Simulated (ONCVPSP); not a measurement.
# Pseudopotential generation for thallium: ONCV, PBEsol

Task: generate the file, and judge it by its errors in other configurations, its logarithmic derivatives, its ghosts and its cutoff.

The numbers are computed with ONCVPSP 4.0.1.1 (patched build) (PBEsol, scalar-relativistic, spin-unpolarised reference atom).

## (1) Settings

The settings as typed:

```
element                 : thallium (Tl, Z = 81)
type                    : optimised norm-conserving Vanderbilt (ONCV)
frozen core             : [Xe] 4f14
valence charge          : 13
reference configuration : 5d10 6s2 6p1
partial waves           : 6s: rc 2.15 bohr, ncon 3, nbas 7, qcut 2.9 1/bohr, 1 projector; 6p: rc 3.25 bohr, ncon 5, nbas 8, qcut 2.6 1/bohr, 2 projectors, debl 2.4 Ha; 5d: rc 1.65 bohr, ncon 5, nbas 9, qcut 7.7 1/bohr, local; f scattering state at 0.45 Ha: rc 3.45 bohr, ncon 4, nbas 8, qcut 3 1/bohr, 2 projectors, debl 0.4 Ha
local potential         : the d channel
core correction         : Teter function, fcfact 4.25, rcfact 1.6
```

The outer shells as boxes (Hund's rule for the drawing; the calculation is spin-unpolarised):

```
[Xe] core
4f [↑↓][↑↓][↑↓][↑↓][↑↓][↑↓][↑↓]
5d [↑↓][↑↓][↑↓][↑↓][↑↓]
6s [↑↓]
6p [↑ ][  ][  ]
```

The nodes and maxima of the atom's own shells, from an earlier all-electron run, set the scale for the radii.

All-electron outer shells of the reference configuration (PBEsol, scalar-relativistic, ld1.x):

| shell | level (eV) | outermost node (bohr) | outermost maximum (bohr) |
| --- | --- | --- | --- |
| 4f | -114.08 | – | 0.36 |
| 5p | -76.09 | 0.50 | 0.90 |
| 5d | -15.48 | 0.53 | 1.11 |
| 6s | -9.60 | 1.04 | 2.08 |
| 6p | -2.36 | 1.23 | 2.91 |

## (2) Generating the potential

File Tl.dat:

```
# ATOM AND REFERENCE CONFIGURATION
# atsym  z   nc   nv     iexc    psfile
  Tl 81.00   12    3  -116133      upf
#
#   n    l    f
    1    0    2.00
    2    0    2.00
    2    1    6.00
    3    0    2.00
    3    1    6.00
    3    2   10.00
    4    0    2.00
    4    1    6.00
    4    2   10.00
    4    3   14.00
    5    0    2.00
    5    1    6.00
    5    2   10.00
    6    0    2.00
    6    1    1.00
#
# PSEUDOPOTENTIAL AND OPTIMIZATION
# lmax
    3
#
#   l,   rc,      ep,       ncon, nbas, qcut
    0    2.15    0.00    3    7    2.90
    1    3.25    0.00    5    8    2.60
    2    1.65    0.00    5    9    7.70
    3    3.45    0.45    4    8    3.00
#
# LOCAL POTENTIAL
# lloc, lpopt,  rc(5),   dvloc0
    2    5    1.65    0.00
#
# VANDERBILT-KLEINMAN-BYLANDER PROJECTORs
# l, nproj, debl
    0    1    1.10
    1    2    2.40
    2    0    3.80
    3    2    0.40
#
# MODEL CORE CHARGE
# icmod, fcfact, rcfact
    3    4.25    1.60
#
# LOG DERIVATIVE ANALYSIS
# epsh1, epsh2, depsh
   -2.00    5.00    0.02
#
# OUTPUT GRID
# rlmax, drl
    6.00    0.01
#
# TEST CONFIGURATIONS
# ncnf
    4
# nvcnf
#   n    l    f
    3
    5    2   10.00
    6    0    2.00
    6    1    0.00
#
    3
    5    2   10.00
    6    0    1.00
    6    1    0.00
#
    3
    5    2   10.00
    6    0    0.00
    6    1    0.00
#
    3
    5    2   10.00
    6    0    2.00
    6    1    0.50
#
```

Run with:

```bash
oncvpsp.x < Tl.dat > Tl.out
```

Q: Predict the outcome of this session. Wanted: cutoffs for 1 and 0.1 mHa per electron, occupied waves; bound ghosts; GHOST(+) flags; largest test error; largest phase difference near zero energy, channels read; rms error of d²Exc/dn², without and with the model core.

**Answer**, as computed:

| quantity | value |
| --- | --- |
| cutoffs for 1 and 0.1 mHa per electron, occupied waves | 23 Ha and 30 Ha |
| bound ghosts | s at -87.82 eV, f at -10.56 eV |
| GHOST(+) flags | p at 49 eV |
| largest test error (AE − PS) | -42 meV, for 5d10 6s1 6p0 (1 test unsolved) |
| largest phase difference near zero energy, channels read | 0.106 rad |
| rms error of d²Exc/dn², without and with the model core | 3.45 and 0.61 mHa |

**Reading.** It has a bound ghost (s, f), a state that the atom doesn't have, and that rules the file out. The worst unpolarised test, 5d10 6s1 6p0, is off by 42 meV on 26.0 eV; by total energies transferability rates as fair where solved. Of the tests 1 gave no usable energy difference, which is a warning in itself. The potential is of middling hardness: the looser tolerance needs 23 Ha. At the looser tolerance the 5d wave is the slowest; 6s needs 9 Ha. Of the channels read, f scatters worst near zero energy, by up to 0.11 rad (at the energies tabulated). The pseudo curves have a pole with no partner nearby in the atom's: p at 1.78 Ha. At positive energy that is a spurious or a displaced resonance. The program also flags highly localised states, GHOST(+) (p). These are tests on the free atom; a crystal test is still owed.
